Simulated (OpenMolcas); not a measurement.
# One shape, several levels: doublet C2H5InO+

Aim: a comparison of 6 runs (UHF/def2-SVP, UBHLYP/def2-SVP, UBLYP/def2-SVP, UM06-L/def2-SVP, UPBE/def2-SVP, ROMP2/def2-SVP) of doublet C2H5InO+. 

The calculation is run with OpenMolcas 26.06.

### Step 1. The structure to begin with

C2H5InO+ has 9 atoms, charge +1, and is taken as a doublet. As SMILES of the parent species, `C[C](=O)[InH2]`. Geometry: relaxed at PBE0-D4/def2-TZVP. That shape belongs to the parent species and isn't relaxed for this state.

Bond lengths: C1–C2 1.499 Å, C2–O3 1.209 Å, C2–In4 2.211 Å, C1–H5 1.093 Å, C1–H6 1.095 Å, C1–H7 1.095 Å, In4–H8 1.725 Å, In4–H9 1.725 Å. Some angles: C1–C2–O3 122.1°, C1–C2–In4 127.4°, O3–C2–In4 110.5°, C2–C1–H5 111.2°, C2–C1–H6 109.2°, C2–C1–H7 109.1°, C2–In4–H8 118.8°, C2–In4–H9 118.8°, H5–C1–H6 110.2°, H5–C1–H7 110.2°.

### Step 2. A single-point energy at UHF/def2-SVP (core potential) (run 1)

calc.input

```
* C2H5InO Hartree-Fock
>>> EXPORT MOLCAS_PRINT=2

&gateway
 baslib=$CurrDir
 coord
 9
 bohr
 C      0.65082168     2.24499464    -1.58566919
 C      1.14706376    -0.16459515    -0.18179165
 O      3.22349482    -1.11550533    -0.09750987
 In    -1.60210981    -2.46571465     1.96304750
 H      2.37217320     2.95836625    -2.47516328
 H     -0.80729100     1.91070208    -3.01430214
 H     -0.11092692     3.65019498    -0.27268748
 H     -3.02318385    -4.99775868     0.48112427
 H     -1.84985290    -2.02087312     5.18276287
 basis=def2-SVP
 group=NoSym

&seward

&scf
 uhf
 charge=1
 spin=2
 thresholds=1e-10 1e-07 1e-07 1e-05
 prorbitals=0
```

The basis set def2-SVP is read from a file made from the Basis Set Exchange's data (not shown).

Command:

```sh
export MOLCAS_MEM=1860
pymolcas calc.input > calc.log
```

The program printed:

```text
--- Start Module: gateway ---
[...]
--- Stop Module: gateway /rc=_RC_ALL_IS_WELL_ ---
--- Start Module: seward ---
[...]
      Basis functions           93
--- Stop Module: seward /rc=_RC_ALL_IS_WELL_ ---
[...]
--- Start Module: scf ---
[...]
       Convergence after  28 Iterations
[...]
::    Total SCF energy                               -342.2711236212
[...]
      Total spin, S                                     0.5152983591
[...]
      Total electronic charge=   45.000000
      Total            charge=    1.000000
[...]
      Dipole Moment (debye):
      Origin of the operator (angstrom)=   -0.3785   -0.9088    0.6706
                   X=  1.0640E+00               Y=  4.1175E+00               Z= -2.8731E+00           Total=  5.1323E+00
      Center of Charge (angstrom)
[...]
--- Stop Module: scf /rc=_RC_ALL_IS_WELL_ ---
[...]
```

It took 17 s on 1 thread of Intel Xeon Platinum 8259CL at 2.50GHz (Skylake/Cascade Lake), shared host; peak memory 0.51 GiB.

### Step 3. A single-point energy at UBHLYP/def2-SVP (core potential) (run 2)

mol.input

```
&GATEWAY
  BASLIB
  $CurrDir
  COORD
  9
  angstrom
  C        0.344400       1.188000      -0.839100
  C        0.607000      -0.087100      -0.096200
  O        1.705800      -0.590300      -0.051600
  In      -0.847800      -1.304800       1.038800
  H        1.255300       1.565500      -1.309800
  H       -0.427200       1.011100      -1.595100
  H       -0.058700       1.931600      -0.144300
  H       -1.599800      -2.644700       0.254600
  H       -0.978900      -1.069400       2.742600
  BASIS
  def2-SVP
  GROUP
  NoSym

&SEWARD
  GRIDINPUT
  Grid=UltraFine
  End of Grid

&SCF
  UHF
  CHARGE
  1
  SPIN
  2
  KSDFT
  HYB_GGA_XC_BHANDHLYP
  THRESHOLDS
  1e-10 1e-07 1e-07 1e-05
  PRORBITALS
  1 2
```

The basis set def2-SVP is read from a file made from the Basis Set Exchange's data (not shown).

Command:

```sh
export MOLCAS_MEM=1860
pymolcas mol.input > mol.log
```

The program printed:

```text
--- Start Module: gateway ---
[...]
--- Stop Module: gateway /rc=_RC_ALL_IS_WELL_ ---
--- Start Module: seward ---
[...]
      Basis functions           93
--- Stop Module: seward /rc=_RC_ALL_IS_WELL_ ---
[...]
--- Start Module: scf ---
[...]
       Convergence after  26 Iterations
[...]
::    Total KS-DFT energy                            -343.9292351404
[...]
      Total spin, S                                     0.5053758190
[...]
      Total electronic charge=   45.000000
      Total            charge=    1.000000
[...]
      Dipole Moment (debye):
      Origin of the operator (angstrom)=   -0.3785   -0.9088    0.6706
                   X=  4.6279E-01               Y=  3.7478E+00               Z= -2.4890E+00           Total=  4.5228E+00
      Center of Charge (angstrom)
[...]
--- Stop Module: scf /rc=_RC_ALL_IS_WELL_ ---
[...]
```

Run time: 84 s. Hardware: 1 thread of Intel Xeon Platinum 8259CL at 2.50GHz (Skylake/Cascade Lake), shared host; peak memory 0.51 GiB.

Runs 3 to 4 aren't shown in full; the table further down has their settings and results.

### Step 4. A single-point energy at UPBE/def2-SVP (core potential) (run 5)

test.input

```
* C2H5InO Kohn-Sham DFT
>>> EXPORT MOLCAS_PRINT=2

&GATEWAY
 BasLib = $CurrDir
 Coord
 9
 angstrom
 C        0.344400       1.188000      -0.839100
 C        0.607000      -0.087100      -0.096200
 O        1.705800      -0.590300      -0.051600
 In      -0.847800      -1.304800       1.038800
 H        1.255300       1.565500      -1.309800
 H       -0.427200       1.011100      -1.595100
 H       -0.058700       1.931600      -0.144300
 H       -1.599800      -2.644700       0.254600
 H       -0.978900      -1.069400       2.742600
 Basis = def2-SVP
 Group = NoSym

&SEWARD
 GridInput
 Grid=UltraFine
 End of Grid

&SCF
 UHF
 Charge = 1
 Spin = 2
 KSDFT = PBE
 Thresholds = 1e-10 1e-07 1e-07 1e-05
 PrOrbitals = 1
```

The basis set def2-SVP is read from a file made from the Basis Set Exchange's data (not shown).

Command:

```sh
export MOLCAS_MEM=1860
pymolcas test.input > test.log
```

The program printed:

```text
--- Start Module: gateway ---
[...]
--- Stop Module: gateway /rc=_RC_ALL_IS_WELL_ ---
--- Start Module: seward ---
[...]
      Basis functions           93
--- Stop Module: seward /rc=_RC_ALL_IS_WELL_ ---
[...]
--- Start Module: scf ---
[...]
       Convergence after  26 Iterations
[...]
::    Total KS-DFT energy                            -343.9241844715
[...]
      Total spin, S                                     0.5009470504
[...]
      Total electronic charge=   45.000000
      Total            charge=    1.000000
[...]
      Dipole Moment (debye):
      Origin of the operator (angstrom)=   -0.3785   -0.9088    0.6706
                   X=  2.4195E-01               Y=  3.4059E+00               Z= -2.2176E+00           Total=  4.0714E+00
      Center of Charge (angstrom)
[...]
--- Stop Module: scf /rc=_RC_ALL_IS_WELL_ ---
[...]
```

It took 85 s on 1 thread of Intel Xeon Platinum 8259CL at 2.50GHz (Skylake/Cascade Lake), shared host; peak memory 0.51 GiB.

### Step 5. The energy at ROMP2/def2-SVP (core potential) (run 6)

coord.xyz

```xyz
9

C      0.344400     1.188000    -0.839100
C      0.607000    -0.087100    -0.096200
O      1.705800    -0.590300    -0.051600
In    -0.847800    -1.304800     1.038800
H      1.255300     1.565500    -1.309800
H     -0.427200     1.011100    -1.595100
H     -0.058700     1.931600    -0.144300
H     -1.599800    -2.644700     0.254600
H     -0.978900    -1.069400     2.742600
```

run.input

```
&gateway
 baslib=$CurrDir
 coord=coord.xyz
 basis=def2-SVP
 group=NoSym

&seward

&scf
 uhf
 charge=1
 spin=2
 thresholds=1e-10 1e-07 1e-07 1e-05
 prorbitals=1 2

&rasscf
 fileorb=$Project.UnaOrb
 spin=2
 nactel=1 0 0
 inactive=22
 ras2=1
 outorbitals=Canonical
 orblisting=Few

&caspt2
 ipea=0.0
 frozen=7
```

The basis set def2-SVP is read from a file made from the Basis Set Exchange's data (not shown).

Command:

```sh
export MOLCAS_MEM=1860
pymolcas run.input > run.log
```

The program printed:

```text
--- Start Module: gateway ---
[...]
--- Stop Module: gateway /rc=_RC_ALL_IS_WELL_ ---
[...]
      Basis functions           93
[...]
       Convergence after  28 Iterations
[...]
::    Total SCF energy                               -342.2711236207
[...]
      Total spin, S                                     0.5152983591
[...]
--- Start Module: rasscf ---
[...]
      Number of active orbitals                  1
[...]
      Spin quantum number                      0.5
[...]
      Active orbitals                            1
[...]
      Number of CSFs                             1
[...]
      Number of root(s) required                 1
[...]
      Convergence after 12 iterations
[...]
      printout of CI-coefficients larger than  0.05 for root  1
      energy=    -342.262533
      conf/sym  1     Coeff  Weight
             1  u   1.00000 1.00000
      Natural orbitals and occupation numbers for root  1
      sym 1:   1.000000
      ************************************************************************************************************************
      *                                                    Final results                                                     *
[...]
::    RASSCF root number  1 Total energy:   -342.26253294
[...]
      Total electronic charge=   45.000000
      Total            charge=    1.000000
[...]
      Dipole Moment (debye):
      Origin of the operator (angstrom)=   -0.3785   -0.9088    0.6706
                   X=  1.0718E+00               Y=  4.1360E+00               Z= -2.8867E+00           Total=  5.1564E+00
      Center of Charge (angstrom)
[...]
--- Stop Module: rasscf /rc=_RC_ALL_IS_WELL_ ---
[...]
--- Start Module: caspt2 ---
[...]
 ###    WARNING: User changed nr of frozen orbitals.                         ###
 ###############################################################################
[...]
      E2 (Variational):          -0.5277303351
      Total energy:            -342.7902632786
[...]
      Reference weight:           0.83874
[...]
::    CASPT2 Root  1     Total energy:   -342.79026328
[...]
--- Stop Module: caspt2 /rc=_RC_ALL_IS_WELL_ ---
[...]
```

Wall time 28 s (1 thread of Intel Xeon Platinum 8259CL at 2.50GHz (Skylake/Cascade Lake), shared host); peak memory 0.51 GiB.

### Step 6. All runs side by side

```csv
run,level,integration grid,frozen core orbitals,energy (Eh),HOMO energy (eV),LUMO energy (eV),⟨S²⟩,wall time
1,UHF/def2-SVP (core potential),–,–,-342.271124,-15.88,-5.58,0.781,17 s
2,UBHLYP/def2-SVP (core potential),UltraFine,–,-343.929235,-14.33,-9.15,0.761,84 s
3,UBLYP/def2-SVP (core potential),UltraFine,–,-344.013596,-12.07,-11.09,0.752,86 s
4,UM06-L/def2-SVP (core potential),UltraFine,–,-344.231338,-12.39,-11.10,0.753,2.1 min
5,UPBE/def2-SVP (core potential),UltraFine,–,-343.924184,-12.20,-11.20,0.752,85 s
6,ROMP2/def2-SVP (core potential),–,7,-342.790263,–,–,–,28 s
```

### Step 7. What came out

| quantity | value |
| --- | --- |
| run 6: total energy | -342.79026 Eh |

Totals of different functionals can't be ranked against each other. All runs together took 7.2 min, the longest 2.1 min.
